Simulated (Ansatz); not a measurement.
Sn₃Bi, space group Fm-3m: a test of the smearing width, run with Ansatz's Python interface.

`smear.py`:
```python
# -*- coding: utf-8 -*-
"""How the energy of Sn3Bi depends on the smearing."""

import argparse
import csv
import logging
import sys
import warnings

import ansatz as az

logging.basicConfig(stream=sys.stdout, format="%(levelname)s:%(name)s:%(message)s")
logger = logging.getLogger("run")
logger.setLevel(logging.INFO)

parser = argparse.ArgumentParser(description="How the energy of Sn3Bi depends on the smearing.")
parser.add_argument("--xc", required=True, help="exchange-correlation functional")
args = parser.parse_args()

warnings.simplefilter("ignore", az.DeckWarning)

lattice = az.Lattice.of(
    (0.0, 3.849017, 3.849017),
    (3.849017, 0.0, 3.849017),
    (3.849017, 3.849017, 0.0),
)
sites = [
    ("Sn", (0.0, 0.0, 0.0)),
    ("Sn", (0.25, 0.25, 0.25)),
    ("Sn", (0.75, 0.75, 0.75)),
    ("Bi", (0.5, 0.5, 0.5)),
]
structure = az.Crystal(lattice=lattice)
for symbol, position in sites:
    structure = structure.atom(symbol, position)

calculation = (
    structure.calculation()
    .functional(args.xc)
    .kpoints(5)
    .stress()
)

rows = []
for value in [0.3, 0.2, 0.1, 0.05]:
    rep = calculation.occupations("gaussian", width=value).run().report
    rows.append((value, rep["free_energy_ev"] / len(rep["lattice"]["sites"]), rep["n_iterations"], sum(rep["stress_gpa"][i][i] for i in range(3)) / 3, rep["n_kpoints"]))

with open("smear.csv", "w", newline="") as handle:
    writer = csv.writer(handle)
    writer.writerow(["width (eV)", "F/atom (eV)", "iterations", "P (GPa)", "k-points"])
    writer.writerows([round(v, 5) if isinstance(v, float) else v for v in row] for row in rows)

# the last row is the reference
for row in rows[:-1]:
    shift = 1000 * (row[1] - rows[-1][1])
    logger.info(f"{row[0]}: {shift:+.2f} meV/atom" + ("  (within 5 meV)" if abs(shift) < 5 else ""))
```

How much does the free energy per atom change between the narrowest and the widest smearing, and why?

Going from 0.05 to 0.3 eV changes F by -24.5 meV an atom. With this scheme F falls roughly as the square of the width; the report's estimate for zero width (energy_sigma0_ev) moves by only -2.6 meV. The pressure moves from -1.82 to -1.72 GPa.

The output:

```console
$ python smear.py --xc pbesol
INFO:run:0.3: -24.54 meV/atom
INFO:run:0.2: -11.19 meV/atom
INFO:run:0.1: -2.61 meV/atom  (within 5 meV)
```

File `smear.csv` afterwards:
```csv
width (eV),F/atom (eV),iterations,P (GPa),k-points
0.3,-7522.7605,6,-1.7225,10
0.2,-7522.74715,6,-1.71777,10
0.1,-7522.73857,6,-1.74849,10
0.05,-7522.73596,6,-1.81501,10
```

What to keep in mind:
- The mesh is modest for a metal, so energies can be off by several to tens of meV an atom and pressures by half a GPa or more; differences at equal mesh fare better.
- The free energy holds a sizeable smearing term, which stands for no physical temperature.
- The narrowest width needs the finest mesh, so the last row is no converged reference.
- Pressure is positive in compression.
- Spin-orbit coupling, which matters for elements this heavy, is left out.
- This cell is a computed structure, which may not be the phase found in nature.
- Wall time of the script: 10 s on 1 thread of Arm Neoverse V2 (shared host), peak memory 0.43 GiB.

(A comment or docstring line of the script was reworded after the run, the code is as it ran; lines on the test bed's own set-up are left out of the output.)
